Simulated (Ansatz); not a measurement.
# In (In (11-20), 2 layers): how the settings move a single-point run

Aim: see which settings change the result for In (In (11-20), 2 layers), by how much, and at what cost.

Method: reference: DFT, PBEsol, all-electron LAPW, non-relativistic, in Ansatz 0.2.0.

## (1) The structure to begin with

Symmetry: Pbcm, No. 57, orthorhombic system. Conventional cell: a = 17.652 Å, b = 5.722 Å, c = 5.450 Å, α = 90.00°, β = 90.00°, γ = 90.00°. In (site symmetry m) is surrounded by 6 In at 3.07 to 3.25 Å.

Structure file:

```xyz
4
Lattice="5.7218 0.0000 0.0000 0.0000 5.4497 0.0000 0.0000 0.0000 17.6517" Properties=species:S:1:pos:R:3 pbc="T T T"
In    0.6798    4.0872    8.2623
In    2.1811    1.3624    8.2623
In    3.5407    4.0872    9.3894
In    5.0420    1.3624    9.3894
```

## (2) Reference

File input.yaml:

```yaml
crystal:
  lattice:
    - [5.7217878879, 0.0, 0.0]
    - [0.0, 5.4496538129, 0.0]
    - [0.0, 0.0, 17.6517]
  atoms:
    - { symbol: In, position: [0.1188027847, 0.75, 0.4680741963] }
    - { symbol: In, position: [0.3811972153, 0.25, 0.4680741963] }
    - { symbol: In, position: [0.6188027981, 0.75, 0.5319258037] }
    - { symbol: In, position: [0.8811972019, 0.25, 0.5319258037] }
kpoints:
  mp_grid: { grid: [7, 8, 1] }
scf:
  occupations: { method: fermi_dirac, width: 0.1 }
hamiltonian:
  xc: pbesol
  pseudopotentials:
    kind: all_electron
    lapw: { basis_error: 0.001 }
    relativity: none
output:
  forces: true
  stress: true
  eigenvalues: true
efield:
  axis: 3
  amplitude: 0
  dipole_correction: true
```

The run is started by

```bash
$ ansatz run input.yaml --threads 1 --pin off --max-ram 3584MiB --backend cpu --events-out ev --progress --plain --runs-dir out
```

## (3) Variant: xc_grid 2

input.yaml, as its differences from that of step 2:

```diff
@@ -28 +28,3 @@
   dipole_correction: true
+basis:
+  xc_grid: 2
```

What does the calculation give? Wanted: for each run, ending; energy change; gap; force.

The runs gave:

| run | ending | energy change | gap (eV) | force (eV/Å) | cycles | time |
| --- | --- | --- | --- | --- | --- | --- |
| reference | converged | 0 | 0.00 | 0.03 | 8 | 88 s |
| 1: xc_grid 2 | converged | 0.0 meV/atom | 0.00 | 0.03 | 8 | 87 s |

Residual by cycle in the longest SCF loop of each run; runs are numbered as in the table. The quantity is the density residual dr2, in eV.

| cycle | reference | run 1 |
| --- | --- | --- |
| 1 | 0.644 | 0.644 |
| 2 | 0.0538 | 0.0538 |
| 3 | 0.0101 | 0.0101 |
| 4 | 0.00155 | 0.00155 |
| 5 | 6.1e-5 | 6.1e-5 |
| 6 | 7.4e-6 | 7.4e-6 |
| 7 | 3.9e-7 | 3.9e-7 |
| 8 | 1.5e-8 | 1.5e-8 |

The changed input (numerical grids) leaves the energy the same to the digits printed.
